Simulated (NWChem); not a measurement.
# CsBr (SMILES [Br][Cs]) at 6 levels

Aim: a comparison of 6 runs (PBE0/def2-SVP, BP86/3-21G, TPSS/def2-TZVP, revPBE/def2-TZVPP, CCSD/def2-TZVP, CCSD(T)/def2-TZVPP) of CsBr. 

The calculation is run with NWChem 7.3.0.

### Step 1. The molecule

CsBr: 2 atoms, total charge 0, spin state singlet. As SMILES, `[Br][Cs]`. Geometry: the measured bond length.

Bond lengths: Br1–Cs2 3.072 Å.

### Step 2. Energy and gradient at PBE0/def2-SVP (core potential) (run 1)

Input file mymol.nw:

```
start mymol
memory total 2200 mb
charge 0
geometry units angstroms noautosym nocenter noautoz
 Br       0.000000       0.000000       0.000000
 Cs       0.000000       0.000000       3.072251
end
basis spherical bse
 Br library def2-SVP
 Cs library def2-SVP
end
ecp bse
 Cs library def2-SVP
end
dft
 xc pbe0
 grid xfine
 convergence energy 1e-08
 iterations 100
 mulliken
 print low
end
task dft gradient
```

On the command line:

```console
$ nwchem mymol.nw > mymol.out
```

Standard output:

```text
[...]
 d= 0,ls=0.0,diis     1  -2593.7490713442 -2.65D+03  2.31D-02  2.57D-01     1.7
[...]
 d= 0,ls=0.0,diis     8  -2593.7844853379 -8.68D-10  3.79D-07  1.53D-11    10.1
         Total DFT energy =    -2593.784485337930
      One electron energy =    -3728.266606754776
           Coulomb energy =     1174.551633209848
    Exchange-Corr. energy =      -94.326417701700
 Nuclear repulsion energy =       54.256905908699
[...]
      Total Density - Mulliken Population Analysis
     ---------------------------------------------
    Atom       Charge   Shell Charges
 -----------   ------   -------------------------------------------------------
    1 Br  35    35.60   2.00  2.00  1.99  1.39  0.59  6.00  5.98  2.31  3.33  8.20  1.74  0.06
    2 Cs   9     8.40  -0.33  1.62  0.71  0.09 -0.02  5.41  0.59  0.05  0.16  0.11
[...]
                         DFT ENERGY GRADIENTS
    atom               coordinates                        gradient
                 x          y          z           x          y          z
   1 Br      0.000000   0.000000   0.000000    0.000000  -0.000000   0.005156
   2 Cs      0.000000   0.000000   5.805713   -0.000000   0.000000  -0.005156
 Task  times  cpu:       13.3s     wall:       13.3s
 Total times  cpu:       13.4s     wall:       13.4s
```

It took 14 s on 1 thread of Intel Xeon Platinum 8259CL at 2.50GHz (Skylake/Cascade Lake), shared host; peak memory 0.12 GiB.

### Step 3. Energy and gradient at BP86/3-21G (run 2)

Input file run.py:

```python
from ase import Atoms
from ase.calculators.nwchem import NWChem

atoms = Atoms(['Br', 'Cs'], positions=[
    [0.000000, 0.000000, 0.000000],
    [0.000000, 0.000000, 3.072251],
])

calc = NWChem(
    label='geom',
    theory='dft',
    memory='2200 mb',
    basis='3-21G',
    basispar='spherical bse',
    dft={'xc': 'becke88 perdew86', 'mult': '1', 'grid': 'xfine', 'convergence': 'energy 1e-08', 'iterations': '100', 'mulliken': None},
)
atoms.calc = calc

forces = atoms.get_forces()
print("Total energy (eV):", round(atoms.get_potential_energy(), 6))
print("forces (eV/A):")
for s, f in zip(atoms.symbols, forces):
    print(f"{s:2s} {f[0]:10.5f} {f[1]:10.5f} {f[2]:10.5f}")
print("dipole (e A):", atoms.get_dipole_moment().round(4))
```

On the command line:

```console
$ export ASE_NWCHEM_COMMAND="nwchem PREFIX.nwi > PREFIX.nwo"
$ python run.py
```

Standard output:

```text
Total energy (eV): -274712.095105
forces (eV/A):
Br    0.00000    0.00000   -1.01060
Cs   -0.00000   -0.00000    1.01060
dipole (e A): [0.    0.    2.662]
```

The calculator wrote geom.nwi:

```
title "geom"

permanent_dir geom

scratch_dir geom

start geom

geometry units angstrom nocenter noautosym noautoz
  Br 0.0000000000000000e+00 0.0000000000000000e+00 0.0000000000000000e+00
  Cs 0.0000000000000000e+00 0.0000000000000000e+00 3.0722510000000001e+00
end

memory 2200 mb

basis spherical bse noprint
   * library 3-21G
end

dft
  xc becke88 perdew86
  mult 1
  grid xfine
  convergence energy 1e-08
  iterations 100
  mulliken
end

task dft gradient
```

geom.nwo:

```text
Northwest Computational Chemistry Package (NWChem) 7.3.0
             --------------------------------------------------------

           Job information
           ---------------

    nwchem branch   = 7.3.0
    use scalapack   = T
    input           = geom.nwi
    prefix          = geom.
    data base       = geom/geom.db
    status          = startup
    nproc           =        1

           Memory information
           ------------------

    heap     =     72089596 doubles =      550.0 Mbytes
    stack    =     72089601 doubles =      550.0 Mbytes
    global   =    144179200 doubles =     1100.0 Mbytes (distinct from heap & stack)
    total    =    288358397 doubles =     2200.0 Mbytes
    verify   = yes
    hardfail = no

[... 74 lines left out ...]
  convergence criterion.
[... 36 lines left out ...]
          Spatial weights used:  Erf1
[... 78 lines left out ...]
         Total DFT energy =   -10095.483370784903
[... 3 lines left out ...]
 Nuclear repulsion energy =      331.569980553157
[... 469 lines left out ...]
          Convergence on gradient requested:  5.00D-04
[... 23 lines left out ...]
          total energy or number of iterations.
[... 18 lines left out ...]
                            NWChem DFT Gradient Module
                            --------------------------

                                       geom

  charge          =   0.00
  wavefunction    = closed shell

                         DFT ENERGY GRADIENTS

    atom               coordinates                        gradient
                 x          y          z           x          y          z
   1 Br      0.000000   0.000000   0.000000   -0.000000  -0.000000   0.019653
   2 Cs      0.000000   0.000000   5.805713    0.000000   0.000000  -0.019653

                 ----------------------------------------
                 |  Time  |  1-e(secs)   |  2-e(secs)   |
                 ----------------------------------------
                 |  CPU   |       0.00   |       2.27   |
                 ----------------------------------------
                 |  WALL  |       0.00   |       2.27   |
                 ----------------------------------------

 Task  times  cpu:        9.1s     wall:        9.1s
 Total times  cpu:        9.1s     wall:        9.1s
```

It took 11 s on 1 thread of Intel Xeon Platinum 8259CL at 2.50GHz (Skylake/Cascade Lake), shared host; peak memory 0.12 GiB.

Runs 3 to 4 aren't shown in full; the table further down has their settings and results.

### Step 4. A single-point energy at CCSD/def2-TZVP (core potential) (run 5)

Input file run.py:

```python
from ase import Atoms
from ase.calculators.nwchem import NWChem

system = Atoms(['Br', 'Cs'], positions=[
    [0.000000, 0.000000, 0.000000],
    [0.000000, 0.000000, 3.072251],
])

calc = NWChem(
    label='job',
    theory='ccsd',
    memory='2200 mb',
    basis='def2-TZVP',
    basispar='spherical bse',
    scf={'nopen': '0', 'rhf': None, 'thresh': '1e-08', 'maxiter': '80'},
    ccsd={'freeze': 'core 9', 'maxiter': '60'},
    task='energy',
    **{'ecp bse': {'Cs library': 'def2-TZVP'}},
)
system.calc = calc

print(f"energy = {system.get_potential_energy():.6f} eV")
```

On the command line:

```console
$ export ASE_NWCHEM_COMMAND="nwchem PREFIX.nwi > PREFIX.nwo"
$ python run.py
```

Standard output:

```text
energy = -70552.591941 eV
```

The calculator wrote job.nwi:

```
title "job"

permanent_dir job

scratch_dir job

start job

geometry units angstrom nocenter noautosym noautoz
  Br 0.0000000000000000e+00 0.0000000000000000e+00 0.0000000000000000e+00
  Cs 0.0000000000000000e+00 0.0000000000000000e+00 3.0722510000000001e+00
end

memory 2200 mb

basis spherical bse noprint
   * library def2-TZVP
end

scf
  nopen 0
  rhf
  thresh 1e-08
  maxiter 80
end
ccsd
  freeze core 9
  maxiter 60
end
ecp bse
  Cs library def2-TZVP
end

task ccsd energy
```

job.nwo:

```text
Northwest Computational Chemistry Package (NWChem) 7.3.0
             --------------------------------------------------------

           Job information
           ---------------

    nwchem branch   = 7.3.0
    use scalapack   = T
    input           = job.nwi
    prefix          = job.
    data base       = job/job.db
    status          = startup
    nproc           =        1

           Memory information
           ------------------

    heap     =     72089596 doubles =      550.0 Mbytes
    stack    =     72089601 doubles =      550.0 Mbytes
    global   =    144179200 doubles =     1100.0 Mbytes (distinct from heap & stack)
    total    =    288358397 doubles =     2200.0 Mbytes
    verify   = yes
    hardfail = no

[... 103 lines left out ...]
         Quadratically convergent ROHF
[... 14 lines left out ...]
       Final RHF  results
[... 4 lines left out ...]
      Two-electron energy =   1082.569212011751
[... 41 lines left out ...]
                       ROHF Final Molecular Orbital Analysis
[... 317 lines left out ...]
 Total MP2 energy:          -2592.749379857496024
[... 21 lines left out ...]
  Failed reading restart vector from job/job.t2
[... 3 lines left out ...]
             energy      energy      error      ampl     ampl      Block
[... 6 lines left out ...]
                  *************converged*************
[... 6 lines left out ...]
 Total CCSD energy:          -2592.759952693271316
[... 1 line left out ...]
 --------------------------------
 Spin Component Scaled (SCS) CCSD
 --------------------------------
 Same spin contribution:                 -0.108846571460909
 Same spin scaling factor:                1.130000000000000
 Opposite spin contribution:             -0.284583819580754
 Opposite spin scaling fact.:             1.270000000000000
 SCS-CCSD correlation energy:            -0.484418076618385
 Total SCS-CCSD energy:               -2592.850940378848009

 routine      calls  cpu(0)   cpu-min  cpu-ave  cpu-max   i/o
 aoccsd          1     0.03     0.03     0.03     0.03    0.00
 iterdrv         1     0.03     0.03     0.03     0.03    0.00
 pampt          12     0.21     0.21     0.21     0.21    0.00
[... 9 lines of this table left out ...]
 Total                84.60    84.60    84.60    84.60    0.00

 Task  times  cpu:      116.2s     wall:      116.2s
 Total times  cpu:      116.3s     wall:      116.3s
```

It took 2 min on 1 thread of Intel Xeon Platinum 8259CL at 2.50GHz (Skylake/Cascade Lake), shared host; peak memory 0.2 GiB.

### Step 5. The energy at CCSD(T)/def2-TZVPP (core potential) (run 6)

Input file brcs.nw:

```
start brcs
memory total 2200 mb
charge 0

geometry noautosym nocenter noautoz
  Br    0.000000    0.000000    0.000000
  Cs    0.000000    0.000000    3.072251
end

basis "ao basis" spherical bse
  * library def2-TZVPP
end

ecp bse
  Cs library def2-TZVPP
end

scf
  thresh 1e-08
  maxiter 80
  print low
end

ccsd
  freeze core 9
  maxiter 60
end

task ccsd(t) energy
```

On the command line:

```console
$ nwchem brcs.nw > brcs.out
```

Standard output:

```text
[...]
  functions       =    84
[...]
  wavefunction    = RHF
[...]
         Total SCF energy =  -2592.367197273742
      One-electron energy =  -3729.184824041734
      Two-electron energy =   1082.560720859294
 Nuclear repulsion energy =     54.256905908699
        Time for solution =     30.1s
[...]
 Total MP2 energy:          -2592.787240375540478
[...]
             energy      energy      error      ampl     ampl      Block
                                                time     time      time
[...]
 Total CCSD energy:          -2592.804557356842452
[...]
 Total CCSD+T(CCSD) energy:          -2592.818091224184172
[...]
 Total CCSD(T) energy:               -2592.817815511583831
[...]
```

Run time: 3.6 min. Hardware: 1 thread of Intel Xeon Platinum 8259CL at 2.50GHz (Skylake/Cascade Lake), shared host; peak memory 0.25 GiB.

### Step 6. The series

```tsv
run	level	core potential	task	energy (Eh)	largest force (eV/Å)	wall time
1	PBE0/def2-SVP (core potential)	def2-SVP	gradient	-2593.784485	0.265	14 s
2	BP86/3-21G	–	gradient	-10095.483371	1.011	11 s
3	TPSS/def2-TZVP (core potential)	def2-TZVP	gradient	-2594.314231	0.174	35 s
4	revPBE/def2-TZVPP (core potential)	def2-TZVPP	gradient	-2594.207295	0.170	45 s
5	CCSD/def2-TZVP (core potential)	def2-TZVP	energy	-2592.759953	–	2 min
6	CCSD(T)/def2-TZVPP (core potential)	def2-TZVPP	energy	-2592.817816	–	3.6 min
```

### Step 7. What came out

| quantity | value |
| --- | --- |
| run 6: total energy | -2592.81782 Eh |
| run 6: correlation energy (9 core orbitals frozen) | -450.6 mEh |
| run 6: (T) correction | -13.26 mEh |

Over runs 2, 3, 4 the dipole moment (its size) runs from 10.30 D (revPBE/def2-TZVPP) to 12.79 D (BP86/3-21G). The two ends differ in method and basis and core potential. Over runs 2, 3, 4 the HOMO–LUMO gap runs from 1.62 eV (BP86/3-21G) to 3.18 eV (TPSS/def2-TZVP). Totals of different functionals can't be ranked against each other. Some runs of one species differ in core potentials or relativity; totals across that change don't compare. In run 2 relativity is left out where basis or elements ask for it. All runs together took 7.3 min, the longest 3.6 min.
